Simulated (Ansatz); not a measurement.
**CH₄BFN₂: small, medium and large basis sets**

An exercise on one series of results from a longer session: the logs are not shown, and one member is left open.

The runs use Ansatz 0.2.0, Gaussian basis; one geometry, several basis sets.

The runs, in order: PBE0-D4/def2-SVP; ωB97M-V/def2-SVP; PBE0-D4/def2-QZVPP; ωB97M-V/def2-QZVPP; the functionals' def2-TZVPP values are taken from earlier runs.

## The relaxed structure

An earlier PBE0-D4 in a triple-zeta def2 set relaxation fixed the geometry.

SMILES `FB1NCN1`, 9 atoms, charge 0, spin multiplicity 1.

Atoms are counted from 1 here; the program's logs count them from 0.

Bond lengths: F1–B2 1.323 Å, B2–N3 1.428 Å, B2–N5 1.428 Å, N3–C4 1.464 Å, N3–H6 1.004 Å, C4–N5 1.464 Å, C4–H7 1.095 Å, C4–H8 1.095 Å, N5–H9 1.004 Å. Angles: F1–B2–N3 132.9°, F1–B2–N5 132.9°, N3–B2–N5 94.2°, B2–N3–C4 87.3°, B2–N3–H6 134.0°, C4–N3–H6 123.3°, N3–C4–N5 91.2°, N3–C4–H7 114.1°, N3–C4–H8 113.3°, N5–C4–H7 113.3°, N5–C4–H8 114.1°, H7–C4–H8 110.0°, B2–N5–C4 87.3°, B2–N5–H9 134.0°, C4–N5–H9 123.3°.

As a file:

```
F     1.8813   -0.1136    1.5510
B     0.8643   -0.0547    0.7071
N     0.7604    0.3282   -0.6649
C    -0.6706    0.0343   -0.5665
N    -0.5267   -0.3509    0.8388
H     1.3065    0.1377   -1.4856
H    -1.0029   -0.7885   -1.2089
H    -1.3049    0.9130   -0.7262
H    -1.2191   -0.1520    1.5380
```

Set-up of the first run:

in.yaml reads:

```yaml
crystal:
  periodic: [false, false, false]
  atoms:
    - {symbol: F, position_ang: [1.881317, -0.113579, 1.550991]}
    - {symbol: B, position_ang: [0.864307, -0.054654, 0.707109]}
    - {symbol: N, position_ang: [0.760438, 0.328193, -0.664941]}
    - {symbol: C, position_ang: [-0.670630, 0.034264, -0.566521]}
    - {symbol: N, position_ang: [-0.526652, -0.350873, 0.838812]}
    - {symbol: H, position_ang: [1.306548, 0.137726, -1.485551]}
    - {symbol: H, position_ang: [-1.002867, -0.788501, -1.208862]}
    - {symbol: H, position_ang: [-1.304882, 0.912992, -0.726160]}
    - {symbol: H, position_ang: [-1.219078, -0.151966, 1.538023]}
basis:
  gaussian: {orbitals: def2-SVP}
hamiltonian: {xc: pbe0, dispersion: d4}
output: {orbitals: {seedname: orbitals}}
```

Among the steps run: PBE0-D4 in def2-SVP; ωB97M-V in def2-SVP; PBE0-D4 in def2-QZVPP; ωB97M-V in def2-QZVPP.

One table of the session follows, with a row left open; its other results are not shown here.

It belongs to the step «Functionals by basis». 

| functional | basis | HOMO (eV) | LUMO (eV) |
| --- | --- | --- | --- |
| PBE0-D4 | def2-SVP | -7.13 | 1.99 |
| PBE0-D4 | def2-TZVPP | -7.38 | 1.05 |
| PBE0-D4 | def2-QZVPP | -7.42 | 0.67 |
| ωB97M-V | def2-SVP | ? | ? |
| ωB97M-V | def2-TZVPP | -9.75 | 2.28 |
| ωB97M-V | def2-QZVPP | -9.79 | 1.70 |

Q: Estimate the row for ωB97M-V, def2-SVP from the others.

As computed: HOMO (eV): -9.49; LUMO (eV): 3.59. In the column «HOMO (eV)» it lies between ωB97M-V, def2-TZVPP (-9.75) and PBE0-D4, def2-QZVPP (-7.42).
